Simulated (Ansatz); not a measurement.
**NbB2 (P6/mmm): frozen displacement of one atom**

Aim: a frozen displacement of one atom, for NbB2 (P6/mmm), run from a script.

The COD entry's cell or inner coordinates are ideal or old and differ from later refinements, so a difference from it is no clean test against experiment.

Program: Ansatz 0.2.0 through its Python package. Level of theory: DFT PBEsol, plane waves, PAW. These are calculated values, not measurements.

**1. The system**

The structure is hexagonal, space group P6/mmm (No. 191). The conventional cell has a = 3.086 Å, b = 3.086 Å, c = 3.306 Å, α = 90.00°, β = 90.00°, γ = 120.00°. Nb (site symmetry 6/mmm) has 12 B at 2.43 Å as nearest neighbours. B (site symmetry -6m2) is surrounded by 3 B at 1.78 Å and 6 Nb at 2.43 Å.

nbb2.extxyz, read by the script:

```xyz
3
Lattice="3.086 0.0 0.0 -1.543 2.6725544 0.0 0.0 0.0 3.306" Properties=species:S:1:pos:R:3 pbc="T T T"
Nb    0.00000000    0.00000000    0.00000000
B    -0.00000000    1.78170293    1.65300000
B     1.54300000    0.89085147    1.65300000
```

**2. The code**

push_nbb2.py reads:

```python
"""Energy and force of NbB2 as one atom is pushed off its site."""

import warnings

import ansatz as az
import numpy as np

OCCUPATIONS = "fermi_dirac"
SIGMA = 0.05
SCF_TOL = 1e-07
CUTOFF = 420
MESH = (10, 10, 8)
XC = "PBEsol"

warnings.simplefilter("ignore", az.DeckWarning)

xtal = az.Crystal.from_extxyz("nbb2.extxyz")

inverse = np.linalg.inv(np.array(xtal.lattice.vectors))
home = np.array(xtal.sites[0].position)
values = np.linspace(-0.05, 0.05, 5)
energies, pulls = [], []
for shift in values:
    moved = xtal.move(0, to=home + shift * inverse[2])
    calculation = (
        moved.calculation()
        .occupations(OCCUPATIONS, width=SIGMA)
        .scf(tolerance=SCF_TOL)
        .basis(CUTOFF)
        .kpoints(*MESH)
        .functional(XC)
        .forces()
    )
    report = calculation.run().report
    energies.append(report["free_energy_ev"])
    pulls.append(report["forces_ev_ang"][0][2])

# the force is minus the slope of the free energy
print("shift (A)   dE (eV)   force along z (eV/A)")
for shift, e, f in zip(values, energies, pulls):
    print(f"{shift:8.3f} {e - energies[2]:10.5f} {f:12.4f}")
print(f"stiffness from energies {2 * np.polyfit(values, energies, 2)[0]:.3f}, from forces {-np.polyfit(values, pulls, 1)[0]:.3f} eV/A^2")
```

**3. The input behind the calls**

The engine receives this input (first run):

```yaml
crystal:
  lattice:
    - [3.086, 0.0, 0.0]
    - [-1.543, 2.6725544, 0.0]
    - [0.0, 0.0, 3.306]
  atoms:
    - { symbol: Nb, position: [0.0, 0.0, -0.015124016938898971] }
    - { symbol: B, position: [0.3333333327097102, 0.6666666654194204, 0.5] }
    - { symbol: B, position: [0.6666666672902898, 0.3333333345805795, 0.5] }
basis:
  ecutwfc: 420.0
kpoints:
  mp_grid:
    grid: [10, 10, 8]
hamiltonian:
  xc: pbesol
scf:
  convergence:
    dr2_threshold: 1.0e-07
  occupations:
    method: fermi_dirac
    width: 0.05
output:
  forces: true
```

**4. The run**

On the command line:

```
> python push_nbb2.py
```

Standard output:

```text
shift (A)   dE (eV)   force along z (eV/A)
  -0.050    0.01966       0.7827
  -0.025    0.00493       0.3941
   0.000    0.00000       0.0000
   0.025    0.00493      -0.3941
   0.050    0.01966      -0.7827
stiffness from energies 15.723, from forces 15.675 eV/A^2
```

Run time: 8.7 s. Hardware: 1 thread of Arm Neoverse V2, shared host; peak memory 0.39 GiB.

**5. Inputs of later runs**

The engine's inputs for some of the other runs:

Run 2, against run 1:

```diff
@@ -7 +7 @@
-    - { symbol: Nb, position: [0.0, 0.0, -0.015124016938898971] }
+    - { symbol: Nb, position: [0.0, 0.0, -0.007562008469449486] }
```

Run 3, against run 1:

```diff
@@ -7 +7 @@
-    - { symbol: Nb, position: [0.0, 0.0, -0.015124016938898971] }
+    - { symbol: Nb, position: [0.0, 0.0, 0.0] }
```

Run 4, against run 1:

```diff
@@ -7 +7 @@
-    - { symbol: Nb, position: [0.0, 0.0, -0.015124016938898971] }
+    - { symbol: Nb, position: [0.0, 0.0, 0.007562008469449488] }
```

Lines on the test bed's own set-up are left out of the output.

**6. What each run gave**

The 5 runs, in the order started:

```csv
run,shift of atom 1 from run 1 (Å),energy from run 3 (meV/atom),SCF cycles,CPU time (s)
1,0.000,6.55,6,1.8
2,0.025,1.64,6,1.6
3,0.050,0.00,6,0.95
4,0.075,1.64,6,1.7
5,0.100,6.55,6,1.7
```

Energies are free energies F = E - TS of the smeared occupations. 

**7. Outcome**

| quantity | value |
| --- | --- |
| runs compared | 5 |
| range of energy | 6.55 meV/atom |
| lowest point, shift of atom 1 from run 1 (Å) | 0.050 |

The curvature of the energy gives 15.723 eV/Å² and the slope of the force 15.675 eV/Å², a positive curvature. Reading the output:
- For a metal this k-point mesh is coarse: on a finer one energies can move by several to tens of meV an atom and pressures by half a GPa or more, differences at one mesh by less.
- In a metal a curvature from energy changes of a few meV or less hangs on mesh and smearing, in size and even in sign.
- Of the deposited cell: the entry's cell lengths or inner coordinates differ somewhat from later room-temperature determinations.
- All periodic images of the atom move with it, so the curvature is one diagonal element of the zone-centre force constants and no normal mode; a positive value doesn't exclude soft modes in which several atoms move.
